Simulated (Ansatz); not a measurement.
# BH₅NSn+: single points off equilibrium

The atoms stand at a structure displaced at random from a GFN2-xTB minimum. How far do the functionals agree with CCSD(T) there?

Computed with Ansatz 0.2.0, Gaussian basis. Level: single points in def2-TZVPP.

Correlated methods freeze the cores. Filled d shells of the heavier atoms are correlated. Core potentials replace the inner electrons past krypton, and spin-orbit coupling is left out.

## (1) Where the work starts

8 atoms, charge 1, spin multiplicity 1.

Atoms are counted from 1 here; the program's logs count them from 0.

Bond lengths: N1–B2 1.391 Å, N1–H4 1.095 Å, N1–H5 1.031 Å, B2–Sn3 2.549 Å, B2–H6 1.153 Å, Sn3–H7 1.719 Å, Sn3–H8 1.867 Å. Angles: B2–N1–H4 126.4°, B2–N1–H5 121.2°, H4–N1–H5 112.3°, N1–B2–Sn3 117.0°, N1–B2–H6 128.6°, Sn3–B2–H6 114.3°, B2–Sn3–H7 130.0°, B2–Sn3–H8 127.5°, H7–Sn3–H8 102.4°.

As a file:

```
N    -1.06440    1.04610   -0.77260
B     0.14330    0.96700   -0.08660
Sn    0.87690   -1.34410    0.69930
H    -1.75140    0.21840   -0.97550
H    -1.43930    1.95230   -1.08980
H     0.90310    1.80610    0.13140
H     2.11250   -1.79540    1.80590
H     0.11870   -2.99040    0.24960
```

## (2) CCSD(T)/def2-TZVPP

The input, run/in.yaml:

```yaml
crystal:
  periodic: [false, false, false]
  atoms:
    - {symbol: N, position_ang: [-1.064400, 1.046100, -0.772600]}
    - {symbol: B, position_ang: [0.143300, 0.967000, -0.086600]}
    - {symbol: Sn, position_ang: [0.876900, -1.344100, 0.699300]}
    - {symbol: H, position_ang: [-1.751400, 0.218400, -0.975500]}
    - {symbol: H, position_ang: [-1.439300, 1.952300, -1.089800]}
    - {symbol: H, position_ang: [0.903100, 1.806100, 0.131400]}
    - {symbol: H, position_ang: [2.112500, -1.795400, 1.805900]}
    - {symbol: H, position_ang: [0.118700, -2.990400, 0.249600]}
basis:
  gaussian: {orbitals: def2-TZVPP}
total_charge: 1
correlation: {method: ccsd_t}
output: {forces: true}
```

No record of the launch command was kept for these runs.

## (3) PBE0-D4/def2-TZVPP

run/in.yaml: that of step 2 with these lines changed.

```diff
@@ -14,3 +14,3 @@
 total_charge: 1
-correlation: {method: ccsd_t}
-output: {forces: true}
+hamiltonian: {xc: pbe0, dispersion: d4}
+output: {forces: true, orbitals: {seedname: orbitals}}
```

## (4) wB97M-V/def2-TZVPP

run/in.yaml: that of step 3 with these lines changed.

```diff
@@ -14,3 +14,3 @@
 total_charge: 1
-hamiltonian: {xc: pbe0, dispersion: d4}
-output: {forces: true, orbitals: {seedname: orbitals}}
+hamiltonian: {xc: {name: wB97M-V}}
+output: {forces: true}
```

## (5) r2SCAN-D4/def2-TZVPP

run/in.yaml: that of step 4 with these lines changed.

```diff
@@ -14,3 +14,3 @@
 total_charge: 1
-hamiltonian: {xc: {name: wB97M-V}}
+hamiltonian: {xc: r2scan, dispersion: d4}
 output: {forces: true}
```

## (6) PBE-D4/def2-TZVPP

run/in.yaml: that of step 5 with these lines changed.

```diff
@@ -14,3 +14,3 @@
 total_charge: 1
-hamiltonian: {xc: r2scan, dispersion: d4}
+hamiltonian: {xc: pbe, dispersion: d4}
 output: {forces: true}
```

## (7) BLYP-D4/def2-TZVPP

run/in.yaml: that of step 6 with these lines changed.

```diff
@@ -14,3 +14,3 @@
 total_charge: 1
-hamiltonian: {xc: pbe, dispersion: d4}
+hamiltonian: {xc: {name: BLYP}, dispersion: d4}
 output: {forces: true}
```

## (8) CAM-B3LYP-D4/def2-TZVPP

run/in.yaml: that of step 7 with these lines changed.

```diff
@@ -14,3 +14,3 @@
 total_charge: 1
-hamiltonian: {xc: {name: BLYP}, dispersion: d4}
+hamiltonian: {xc: {name: CAM-B3LYP}, dispersion: d4}
 output: {forces: true}
```

(Steps that only read results are left out.)

What does the calculation give? Wanted: energy less free atoms, CCSD(T)/def2-TZVPP; RMS force component; RMS force error; HOMO and LUMO, PBE0-D4; T1 diagnostic.

The runs gave:

| quantity | value |
| --- | --- |
| energy less free atoms, CCSD(T)/def2-TZVPP | -385.2 kcal/mol |
| RMS force component | 0.864 to 1.009 eV/Å over the methods |
| RMS force error | PBE0-D4 0.154, wB97M-V 0.136, r2SCAN-D4 0.129, PBE-D4 0.196, BLYP-D4 0.214, CAM-B3LYP-D4 0.187 eV/Å |
| HOMO and LUMO, PBE0-D4 | -13.08 and -8.38 eV |
| T1 diagnostic | 0.015 |

In words: Against CCSD(T) the functionals' energies less atoms differ by -27.1 to -14.3 kcal/mol, PBE-D4 by -27.1 kcal/mol. CCSD(T) in triple zeta still lacks some correlation energy of the bonds, so part of these gaps is its own basis error and they don't rank the functionals. The forces of r2SCAN-D4 come nearest to CCSD(T), those of BLYP-D4 are farthest. Frozen-core CCSD(T) forces in triple zeta carry basis errors of their own, and this is one geometry, so small gaps rank nothing.
